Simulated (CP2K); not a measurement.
Here is a CP2K 2026.2 calculation.

bi2te3_bands.inp

```
&GLOBAL
  PROJECT bi2te3_bands
  RUN_TYPE ENERGY_FORCE
  PRINT_LEVEL LOW
&END GLOBAL
&FORCE_EVAL
  METHOD QS
  STRESS_TENSOR ANALYTICAL
  &DFT
    BASIS_SET_FILE_NAME BASIS_MOLOPT_UZH
    POTENTIAL_FILE_NAME POTENTIAL_UZH
    &MGRID
      CUTOFF 450
      REL_CUTOFF 60
      NGRIDS 5
    &END MGRID
    &QS
      METHOD GPW
      EPS_DEFAULT 1.0E-9
    &END QS
    &KPOINTS
      SCHEME MONKHORST-PACK 7 7 7
      GAMMA_CENTERED T
      SYMMETRY T
      SYMMETRY_BACKEND SPGLIB
    &END KPOINTS
    &SCF
      SCF_GUESS ATOMIC
      EPS_SCF 1.0E-6
      MAX_SCF 100
      ADDED_MOS 16
      CHOLESKY OFF
      EPS_EIGVAL 1.0E-7
      &DIAGONALIZATION ON
        ALGORITHM STANDARD
      &END DIAGONALIZATION
      &MIXING ON
        METHOD BROYDEN_MIXING
        ALPHA 0.4
        BETA 1.5
        NBUFFER 8
      &END MIXING
      &SMEAR ON
        METHOD FERMI_DIRAC
        ELECTRONIC_TEMPERATURE [K] 116.045
      &END SMEAR
    &END SCF
    &XC
      &XC_FUNCTIONAL
        &GGA_X_PBE_SOL
        &END GGA_X_PBE_SOL
        &GGA_C_PBE_SOL
        &END GGA_C_PBE_SOL
      &END XC_FUNCTIONAL
    &END XC
    &PRINT
      &KPOINTS ON
      &END KPOINTS
      &MULLIKEN ON
      &END MULLIKEN
      &MO ON
        ENERGIES T
        OCCUPATION_NUMBERS T
        &EACH
          QS_SCF 0
        &END EACH
        ADD_LAST NUMERIC
      &END MO
      &BAND_STRUCTURE
        FILE_NAME bands.bs
        ADDED_MOS 4
        &KPOINT_SET
          UNITS B_VECTOR
          NPOINTS 8
          SPECIAL_POINT GAMMA 0.00000000 0.00000000 0.00000000
          SPECIAL_POINT L 0.50000000 0.00000000 0.00000000
          SPECIAL_POINT B1 0.50000000 0.17700839 -0.17700839
        &END KPOINT_SET
        &KPOINT_SET
          UNITS B_VECTOR
          NPOINTS 8
          SPECIAL_POINT B 0.82299161 0.50000000 0.17700839
          SPECIAL_POINT Z 0.50000000 0.50000000 0.50000000
          SPECIAL_POINT GAMMA 0.00000000 0.00000000 0.00000000
          SPECIAL_POINT X 0.33850420 0.00000000 -0.33850420
        &END KPOINT_SET
        &KPOINT_SET
          UNITS B_VECTOR
          NPOINTS 8
          SPECIAL_POINT Q 0.66149580 0.33850420 0.00000000
          SPECIAL_POINT F 0.50000000 0.50000000 0.00000000
          SPECIAL_POINT P1 0.66149580 0.66149580 0.17700839
          SPECIAL_POINT Z 0.50000000 0.50000000 0.50000000
        &END KPOINT_SET
        &KPOINT_SET
          UNITS B_VECTOR
          NPOINTS 8
          SPECIAL_POINT L 0.50000000 0.00000000 0.00000000
          SPECIAL_POINT P 0.82299161 0.33850420 0.33850420
        &END KPOINT_SET
      &END BAND_STRUCTURE
    &END PRINT
  &END DFT
  &SUBSYS
    &CELL
      A 10.4763118882 0.0000000000 0.0000000000
      B 9.5581931740 4.2888289808 0.0000000000
      C 9.5581931740 2.0461426804 3.7692644054
      PERIODIC XYZ
    &END CELL
    &COORD
      SCALED
      Bi  0.6000000000 0.6000000000 0.6000000000
      Bi  0.4000000000 0.4000000000 0.4000000000
      Te  0.7905000000 0.7905000000 0.7905000000
      Te  0.2095000000 0.2095000000 0.2095000000
      Te  0.0000000000 0.0000000000 0.0000000000
    &END COORD
    &KIND Bi
      BASIS_SET TZVP-MOLOPT-PBE-GTH-q5
      POTENTIAL GTH-PBE-q5
    &END KIND
    &KIND Te
      BASIS_SET TZVP-MOLOPT-PBE-GTH-q6
      POTENTIAL GTH-PBE-q6
    &END KIND
    &PRINT
      &ATOMIC_COORDINATES ON
      &END ATOMIC_COORDINATES
      &CELL ON
      &END CELL
    &END PRINT
  &END SUBSYS
  &PRINT
    &FORCES ON
    &END FORCES
    &STRESS_TENSOR ON
    &END STRESS_TENSOR
  &END PRINT
&END FORCE_EVAL
```

Potentials or basis: POTENTIAL_UZH Bi GTH-PBE-q5, Te GTH-PBE-q6; TZVP-MOLOPT-PBE-GTH basis.

Run with:

```console
$ OMP_NUM_THREADS=1 mpirun -n 4 cp2k.psmp -i bi2te3_bands.inp -o bi2te3_bands.out
```

Estimate the Mulliken charges.

Bi +0.41; Te -0.19, -0.43 e.

Estimate the largest force.

0.152 eV/Å.

Predict the pressure.

1.3 GPa.

Forces in eV/Å, atoms in the order of the input:
```
Bi   0.082  0.017  0.010
Bi  -0.082 -0.017 -0.010
Te   0.148  0.032  0.019
Te  -0.148 -0.032 -0.019
Te   0.000  0.000  0.000
```

Caveat: the potentials were made for another functional, which shifts forces and pressure; spin-orbit coupling is left out, which moves the levels of the heavy elements; the basis of atomic orbitals isn't converged, which shifts pressures, moduli and gaps.

**What was measured.**

“Vacancy and Antisite-Induced Ferromagnetism in Liquid-Phase Exfoliated Bi2Te3”, 2024, arxiv:2412.10539 quotes, for a bulk crystal of Bi2Te3: band gap 0.17 eV.

Against the measured gap of Bi2Te3, 0.17 eV (quoted in “Vacancy and Antisite-Induced Ferromagnetism in Liquid-Phase Exfoliated Bi2Te3”, 2024, arxiv:2412.10539), the calculated 0.21 eV is off by +0.04 eV. Spin-orbit coupling on Bi, Te is left out. The value is that of PBEsol in an atomic basis (POTENTIAL_UZH Bi GTH-PBE-q5, Te GTH-PBE-q6; TZVP-MOLOPT-PBE-GTH basis), whose error adds to the functional's,, without temperature or zero-point motion.
